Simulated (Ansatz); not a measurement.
Hf2Pd2Se2Br2O3: atomic charges with PBE

Hf2Pd2Se2Br2O3:

```
Hf Pd Se Br O
1.0
     7.58666   -1.70971   -1.17576
     7.58666    1.70971   -1.17576
    -2.02446    0.00000   13.05155
Hf Pd Se Br O
2 2 2 2 3
Direct
  0.94514 0.94514 0.06144
  0.60628 0.60628 0.28309
  0.17920 0.17920 0.50964
  0.32286 0.32286 0.74307
  0.92232 0.92232 0.84566
  0.78991 0.78991 0.58800
  0.58645 0.58645 0.04520
  0.24604 0.24604 0.28651
  0.59701 0.59701 0.42127
  0.38554 0.38554 0.07302
  0.03094 0.03094 0.22169
```

The cell was built by a generator and needn't be a form met in nature.

```json
{"Program": "Ansatz 0.2.0", "Task": "atomic charges", "Functional": "PBE", "Potentials or basis": "Ansatz PAW", "Cutoff": "420 eV (not typed: the program's choice for these potentials)", "k mesh": "8 × 8 × 2", "Occupations": "fermi-dirac, width 0.05 eV", "Spin": "no spin polarisation"}
```

* Pressure: 0.0 GPa
* Largest force: 0.006 eV/Å
* Band gap on the k mesh: 0.84 eV, indirect (least direct gap 0.88 eV)
* Bader charges: Hf +2.41, +2.39; Pd +0.35, +0.15; Se -0.40, -0.11; Br -0.62, -0.60; O -1.06, -1.22, -1.30 e

Forces in eV/Å, atoms in the order of the input:
```
Hf   0.000  0.000 -0.001
Hf   0.000  0.000  0.002
Pd  -0.002  0.000  0.005
Pd  -0.002  0.000  0.003
Se   0.000  0.000 -0.003
Se   0.002  0.000 -0.005
Br   0.002  0.000  0.001
Br   0.002  0.000  0.000
O    0.002  0.000 -0.002
O   -0.002  0.000  0.001
O   -0.001  0.000  0.000
```

Levels at points of the mesh, in eV from the valence-band top:
| k point | band 73 | band 74 | band 75 | band 76 | band 77 | band 78 | band 79 | band 80 |
| --- | --- | --- | --- | --- | --- | --- | --- | --- |
| (0.00, 0.00, 0.00) | -0.99 | -0.61 | -0.31 | -0.07 | 1.26 | 2.13 | 2.62 | 2.95 |
| (0.00, 0.00, -0.50) | -0.93 | -0.62 | -0.28 | -0.17 | 1.28 | 2.12 | 2.55 | 2.96 |
| (0.00, -0.50, 0.00) | -0.90 | -0.80 | -0.61 | -0.42 | 1.37 | 1.89 | 2.79 | 2.87 |
| (0.00, -0.50, -0.50) | -0.90 | -0.80 | -0.62 | -0.42 | 1.37 | 1.90 | 2.77 | 2.88 |
| (-0.50, -0.50, 0.00) | -0.94 | -0.63 | -0.29 | -0.16 | 1.28 | 2.13 | 2.55 | 3.07 |
| (-0.50, -0.50, -0.50) | -1.00 | -0.62 | -0.31 | -0.08 | 1.26 | 2.14 | 2.62 | 3.03 |

Wall time 71 s on 1 × NVIDIA H100 80GB HBM3 with 2 threads of AMD EPYC 7R13 Processor (Zen 3) (shared host), peak memory 1.2 GiB.

Caveat: spin-orbit coupling is left out, which moves the levels of the heavy elements. A k mesh can miss the band edges.
